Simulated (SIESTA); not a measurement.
## DyAgB4F16 in SIESTA: the effect of Hubbard term

The system is DyAgB4F16.

```
CELL_PARAMETERS angstrom
5.40539 -0.12478 -0.02960
0.15132 6.87214 0.16225
0.52959 1.25889 9.42097
ATOMIC_POSITIONS crystal
Dy 0.51926 0.02752 0.47238
Ag 0.00308 0.96247 0.98684
B 0.98119 0.21513 0.31959
B 0.55178 0.22688 0.79930
B 0.47337 0.81347 0.22481
B 0.99486 0.73882 0.66272
F 0.19674 0.24063 0.39809
F 0.91781 0.00730 0.35012
F 0.01586 0.28058 0.17896
F 0.77162 0.30239 0.38449
F 0.47614 0.41013 0.81522
F 0.80733 0.19785 0.81155
F 0.42093 0.07423 0.88754
F 0.50163 0.19842 0.64733
F 0.25481 0.75420 0.17645
F 0.46718 0.02640 0.22928
F 0.49267 0.73816 0.37648
F 0.68047 0.76644 0.14835
F 0.00443 0.57478 0.60200
F 0.19811 0.87672 0.59928
F 0.00419 0.71679 0.80764
F 0.76655 0.85071 0.62158
```

The cell was built by a generator and needn't be a form met in nature.

Alike in all runs:

| Item | Value |
| --- | --- |
| Program | SIESTA 5.4.2 |
| Task | density of states |
| Functional | PBE |
| Potentials or basis | PseudoDojo 0.4 standard with PseudoDojo 3+ lanthanides (4f in the core) (PBE files) |
| Basis | DZP (energy shift 0.003 Ry; two zetas on semicore shells) |
| Grid cutoff | 800 Ry |
| Energy shift | 0.003 Ry |
| k mesh | 5 × 4 × 3 |
| Occupations | fermi-dirac, width 0.05 eV |
| Spin | collinear spin, ferromagnetic start |
| Starting moments | [5.0, 0.0, 0.0, 0.0, 0.0, 0.0, 0.0, 0.0, 0.0, 0.0, 0.0, 0.0, 0.0, 0.0, 0.0, 0.0, 0.0, 0.0, 0.0, 0.0, 0.0, 0.0] μB |
| Hubbard projector method | 1 |
| U from the first cycle | yes |
| broadening (eV) | 0.1 eV |
| window from (eV) | -10 eV |
| window to (eV) | 5 eV |

| Hubbard term | gap on the mesh (eV) |
| --- | --- |
| none | ? |
| Ag d U = 2 eV | 4.95 |
| Ag d U = 4 eV | 5.49 |
| Ag d U = 6 eV | 5.83 |

What does the run with Hubbard term none give?

gap on the mesh 4.31 eV.

Worked out: A straight line through the other rows of the gap on the mesh, of slope 0.22 eV per eV, extrapolates to 4.54 eV, against the run's 4.31.

Caveats: the magnetic or orbital state may not be the lowest; spin-orbit coupling is left out, which moves the levels of the heavy elements; an odd mesh through Γ misses points on the zone boundary, where band edges often lie; the 4f electrons are frozen in the core as for a trivalent ion, so they carry no moment and show no levels; the basis of atomic orbitals isn't converged, which shifts pressures, moduli and gaps.

A gap of «none» marks a metal or a gap under the smearing width.
